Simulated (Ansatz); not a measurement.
# GeH₈O₂Si₂: a ladder of functionals and wavefunction methods

One table from this session's results is given with a row withheld; the runs are named, their logs left out.

Computed with Ansatz 0.2.0, Gaussian basis. Level: functionals in def2-TZVPP, the program's frozen cores in correlated methods.

Levels to be run: PBE-D4, r2SCAN-D4, PBE0-D4, B3LYP-D4, ωB97X-V, ωB97M-V, B2PLYP; CCSD(T)/def2-TZVPP; MP2/def2-QZVPP; extrapolation to the limit.

## The geometry

An earlier PBE0-D4 in a triple-zeta def2 set relaxation fixed the geometry.

SMILES `[SiH3][O][GeH2][O][SiH3]`, 13 atoms, charge 0, spin multiplicity 1.

Atoms are counted from 1 here; the program's logs count them from 0.

Bond lengths: Si1–O2 1.639 Å, Si1–H6 1.490 Å, Si1–H7 1.484 Å, Si1–H8 1.486 Å, O2–Ge3 1.764 Å, Ge3–O4 1.764 Å, Ge3–H9 1.531 Å, Ge3–H10 1.531 Å, O4–Si5 1.639 Å, Si5–H11 1.486 Å, Si5–H12 1.490 Å, Si5–H13 1.484 Å. Angles: O2–Si1–H6 110.6°, O2–Si1–H7 108.2°, O2–Si1–H8 110.7°, H6–Si1–H7 109.4°, H6–Si1–H8 108.6°, H7–Si1–H8 109.4°, Si1–O2–Ge3 134.6°, O2–Ge3–O4 107.8°, O2–Ge3–H9 106.1°, O2–Ge3–H10 110.0°, O4–Ge3–H9 110.0°, O4–Ge3–H10 106.1°, H9–Ge3–H10 116.6°, Ge3–O4–Si5 134.6°, O4–Si5–H11 110.7°, O4–Si5–H12 110.6°, O4–Si5–H13 108.1°, H11–Si5–H12 108.6° and more.

The first run:

in.yaml

```yaml
crystal:
  periodic: [false, false, false]
  atoms:
    - {symbol: Si, position_ang: [-1.325360, -0.416000, 1.880449]}
    - {symbol: O, position_ang: [-0.691171, 0.843821, 1.045353]}
    - {symbol: Ge, position_ang: [-0.585599, 1.270349, -0.663046]}
    - {symbol: O, position_ang: [0.310414, -0.008187, -1.484087]}
    - {symbol: Si, position_ang: [1.813862, -0.642360, -1.328351]}
    - {symbol: H, position_ang: [-2.575037, -0.899576, 1.229272]}
    - {symbol: H, position_ang: [-1.634072, 0.049146, 3.255254]}
    - {symbol: H, position_ang: [-0.357977, -1.542509, 1.946087]}
    - {symbol: H, position_ang: [0.200191, 2.583080, -0.725057]}
    - {symbol: H, position_ang: [-1.983357, 1.278188, -1.288216]}
    - {symbol: H, position_ang: [1.840301, -1.674780, -0.259390]}
    - {symbol: H, position_ang: [2.798280, 0.422064, -0.985681]}
    - {symbol: H, position_ang: [2.189546, -1.263237, -2.622588]}
basis:
  gaussian: {orbitals: def2-TZVPP}
hamiltonian: {xc: pbe, dispersion: d4}
output: {forces: true, orbitals: {seedname: orbitals}}
```

Command:

```console
$ ansatz run in.yaml --threads 2 --pin off --events-out ev --progress --plain --max-ram 22528MiB --backend cuda --devices 0, --max-vram 18GiB
```

Among the steps run: PBE-D4 (GGA); r2SCAN-D4 (meta-GGA); PBE0-D4 (hybrid); B3LYP-D4 (hybrid); ωB97X-V (range-separated); ωB97M-V (range-separated); B2PLYP (double hybrid); CCSD(T) in def2-TZVPP; MP2 in def2-QZVPP.

One table of the session follows, with a row left open; its other results are not shown here.

```
            method  atomisation energy (kJ/mol)
            PBE-D4                       4193.7
         r2SCAN-D4                       4237.8
           PBE0-D4                       4154.8
          B3LYP-D4                       4223.9
           ωB97X-V                       4278.7
           ωB97M-V                       4240.2
            B2PLYP                       4191.2
     HF/def2-TZVPP                       3145.2
    MP2/def2-TZVPP                       4197.3
   CCSD/def2-TZVPP                            ?
CCSD(T)/def2-TZVPP                       4167.1
           MP2/CBS                       4304.5
       CCSD(T)/CBS                       4274.2
```

Q: Estimate the row for CCSD/def2-TZVPP from the others.

The run gave: atomisation energy (kJ/mol): 4119.4. In the column «atomisation energy (kJ/mol)» it lies between HF/def2-TZVPP (3145.2) and PBE0-D4 (4154.8).
